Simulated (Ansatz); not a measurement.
## HPbNO4 under changes of volume

One of the cells (15.590 Å³/atom); the others are scaled copies at fixed shape and fractional positions:

```xyz
7
Lattice="4.2753 -0.0004 0.0064 -2.0840 5.2077 -0.0491 -2.1238 -1.8657 4.9149" Properties=species:S:1:pos:R:3 pbc="T T T"
H     2.2338   -1.5247    4.4769
Pb    0.1373    4.0030    0.6652
N    -2.0197    1.5311    2.4473
O     2.2736    4.7756    0.1022
O    -1.9905    2.6889    2.9560
O     2.2225    1.4102    1.1945
O    -2.0163    0.5081    3.1892
```

The cell was built by a generator and needn't be a form met in nature.

- Program: Ansatz 0.2.0
- Functional: PBE
- Potentials or basis: all-electron LAPW, scalar-relativistic
- Cutoff: 695 eV (chosen from the basis error)
- Basis error allowed: 0.003 eV/atom
- k mesh: 6 × 4 × 4
- Occupations: fermi-dirac, width 0.05 eV
- Spin: no spin polarisation

| volume (Å³/atom) | energy over the lowest point (meV/atom) | pressure (GPa) | gap on the mesh (eV) | largest force (eV/Å) |
| --- | --- | --- | --- | --- |
| 14.654 | ? | ? | ? | ? |
| 14.966 | 6.77 | 3.7 | 2.94 | 1.089 |
| 15.278 | 1.56 | 1.7 | 2.90 | 0.498 |
| 15.590 | 0.00 | -0.1 | 2.87 | 0.050 |
| 15.902 | 1.73 | -1.7 | 2.84 | 0.556 |
| 16.213 | 6.43 | -3.1 | 2.81 | 1.026 |
| 16.525 | 13.80 | -4.4 | 2.77 | 1.462 |

Q: What does the run at 14.654 Å³/atom give?

A: Energy over the lowest point 16.03 meV/atom; pressure 5.9 GPa; gap on the mesh 2.97 eV; largest force 1.726 eV/Å.

Worked out: A Birch-Murnaghan fit of order 3 (a polynomial in V^(-2/3)) to the other rows has its minimum at 15.58 Å³/atom with B0 = V·E''(V) = 85 GPa and B' = 4.2 at fixed shape and positions, which overstates the stiffness. It gives 16.04 meV/atom at 14.654 Å³/atom, against the run's 16.03, and -dE/dV = 5.9 GPa, against 5.9. A straight line through the other rows of the gap, of slope -1.66 eV per unit of ln V, extrapolates to 2.97 eV, against the run's 2.97.

Energies are extrapolated to zero smearing.

Caveats: spin-orbit coupling is left out, which as a rule narrows the gap of such compounds by several tenths of an eV; forces of over 1 eV/Å show positions far from the minimum, so gaps and moduli don't describe the material at rest (some runs).

A mesh can miss the band edges.
